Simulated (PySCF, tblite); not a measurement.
**C₄H₇F₂O₂Si radical: geometry, infrared bands and EPR parameters**

Aim: predict the infrared bands and EPR parameters of C₄H₇F₂O₂Si radical (`C[C@@H]1O[SiH2]O[C@@H]1[C](F)F`).

Programs: tblite 0.8.0 and PySCF 2.14.0, with density-fitted response routines of our own. Each step states its level of theory. These are calculated values for one molecule in the gas phase, unless marked as measured. Atoms are numbered from 0 throughout.

## Step 1: Starting geometry

16 atoms, charge 0, multiplicity 2; geometry from: force field or distance geometry start.

Bonds of the start (Å): C0–C1 1.51, C1–O2 1.44, O2–Si3 1.66, Si3–O4 1.69, O4–C5 1.45, C5–C6 1.50, C6–F7 1.35, C6–F8 1.35, C5–C1 1.56, C0–H9 1.10, C0–H10 1.09, C0–H11 1.10, C1–H12 1.11, Si3–H13 1.48, Si3–H14 1.47, C5–H15 1.10.

## Step 2: Geometry optimisation with GFN2-xTB

The job: settings as JSON, then the geometry in Å.

```
{"job": {"kind": "relax", "xc": "GFN2-xTB", "basis": "xTB"}, "charge": 0, "multiplicity": 2}
C     -1.305600    -0.168100    -1.390600
C     -0.767700     0.374600    -0.086600
O      0.111500     1.490400    -0.329400
Si     1.162800     1.619600     0.951400
O      0.879700     0.114400     1.673400
C      0.030900    -0.651400     0.776300
C      0.854400    -1.648500     0.013300
F      0.486000    -2.945000     0.010800
F      1.906300    -1.260000    -0.737000
H     -1.916800     0.605200    -1.882300
H     -0.514200    -0.425500    -2.089700
H     -1.950200    -1.046300    -1.225800
H     -1.612100     0.748700     0.529800
H      0.742500     2.692300     1.873000
H      2.557100     1.723000     0.488500
H     -0.672100    -1.214300     1.413600
```

On the command line:

```sh
OMP_NUM_THREADS=1 python probes_run.py task.json out
```

This one command runs all jobs of the session in turn.

**Question.** This job is followed by: GFN2-xTB harmonic vibrations, gas phase; UKS B3LYP, pcH-1 on C F H O Si, non-relativistic, mean-field spin-orbit, GIAO. Predict these results of the whole session: strongest single infrared mode (GFN2-xTB); zero-point energy (GFN2-xTB); g(iso) (B3LYP); ⟨S²⟩; largest a(iso) (averaged by class); potential on the surface of density 0.002 e/bohr³, 1st and 99th percentile.

The runs gave:

| quantity | value |
| --- | --- |
| strongest single infrared mode (GFN2-xTB) | 2362 cm⁻¹, 359 km/mol |
| zero-point energy (GFN2-xTB) | 67.2 kcal/mol |
| g(iso) (B3LYP) | 2.00371 |
| ⟨S²⟩ | 0.753 (exact 0.75) |
| largest a(iso) (averaged by class) | 13C on C6, 359.3 MHz |
| potential on the surface of density 0.002 e/bohr³, 1st and 99th percentile | -1.11 V and 1.72 V |

What this shows: The optimisation took 59 steps and gained 0.353 eV; among the close pairs (by a distance rule), O4–C5 changed most, from 1.453 to 1.390 Å. No mode is imaginary among the 42: a minimum at this level. The strongest single mode, at 2362 cm⁻¹, moves mainly H13. GFN2-xTB is a fitted tight-binding method: band positions and strengths are rough. Its intensities can rank the bands wrongly. Most of the unpaired spin sits on C6 (0.85 e). The isotropic g lies 1.4 ppt above the free-electron value. These values are for one conformer; the search (at its own cheap level) found 2 more, at 0.18, 1.36 kcal/mol, and measured spectra average over such forms.
